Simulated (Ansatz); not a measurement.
# MoCH₃+ (septet): the correlation ladder, def2-SVP

An exercise on one series of results from a longer session: the logs are not shown, and one member is left open.

Method: def2-SVP, core rule «outside noble gas», up to 5 orbitals frozen; program: Ansatz 0.2.0, Gaussian basis.

The runs, in order: UHF; CCSD(T) on ROHF; CCSD(T) on UHF; CISD; CCSDT(Q) on ROHF; CCSDT(Q) on UHF.

5 further runs of the same task are left out: 2 for a known fault of the program, 3 set aside as unsound or not needed.

## What is computed

The geometry is a PBE0/def2-TZVP stationary point (not a proven minimum). No spin-orbit coupling is included. Elements past krypton take def2 core potentials.

5 atoms, charge 1, spin multiplicity 7.

Atoms are counted from 1 here; the program's logs count them from 0.

Bond lengths: Mo1–C2 2.504 Å, C2–H3 1.087 Å, C2–H4 1.087 Å, C2–H5 1.087 Å. Angles: Mo1–C2–H3 95.9°, Mo1–C2–H4 95.9°, Mo1–C2–H5 95.9°, H3–C2–H4 118.9°, H3–C2–H5 118.9°, H4–C2–H5 118.9°.

Set-up of the first run:

File in.yaml:

```yaml
crystal:
  periodic: [false, false, false]
  atoms:
    - {symbol: Mo, position_ang: [-0.342280, 0.002497, 0.002347]}
    - {symbol: C, position_ang: [2.161621, -0.015771, -0.014822]}
    - {symbol: H, position_ang: [2.266005, -1.097727, -0.009997]}
    - {symbol: H, position_ang: [2.284234, 0.528778, 0.917907]}
    - {symbol: H, position_ang: [2.271324, 0.519182, -0.954684]}
basis:
  gaussian: {orbitals: def2-SVP}
total_charge: 1
magnetization: {spin_polarized: true, initial_magnetization: 6}
hamiltonian: {xc: hf}
output: {orbitals: {seedname: orbitals}}
```

On the command line:

```
ansatz run in.yaml --threads 1 --pin off --events-out ev --progress --plain --max-ram 4096MiB --backend cpu
```

Steps of the session up to this table: UHF; CCSD(T) on ROHF; CCSD(T) on UHF; CISD; CCSDT(Q) on ROHF; CCSDT(Q) on UHF.

One of the session's tables, all rows but one given; the rest of the session is left out.

It belongs to the step «Misses and costs». 

```
   method  from RCCSDT(Q) (kJ/mol)
     ROHF                   +552.5
      UHF                   +540.1
     RMP2                    +84.6
     UMP2                    +81.2
     CISD                        ?
    RCCSD                    +12.0
    UCCSD                     +8.1
 RCCSD(T)                     +1.8
 UCCSD(T)                     -2.0
   RCCSDT                     +0.3
   UCCSDT                     -3.5
RCCSDT(Q)                        0
UCCSDT(Q)                     -3.8
```

**Question.** Estimate the row for CISD.

As computed: from RCCSDT(Q) (kJ/mol): +41.6. In the column «from RCCSDT(Q) (kJ/mol)» it lies between RCCSD (+12.0) and UMP2 (+81.2).

Caveats from the session: Restricted and unrestricted rows rest on different reference determinants; where their highest levels disagree by more than a few hundredths of an eV, they describe different states and don't form one ladder.
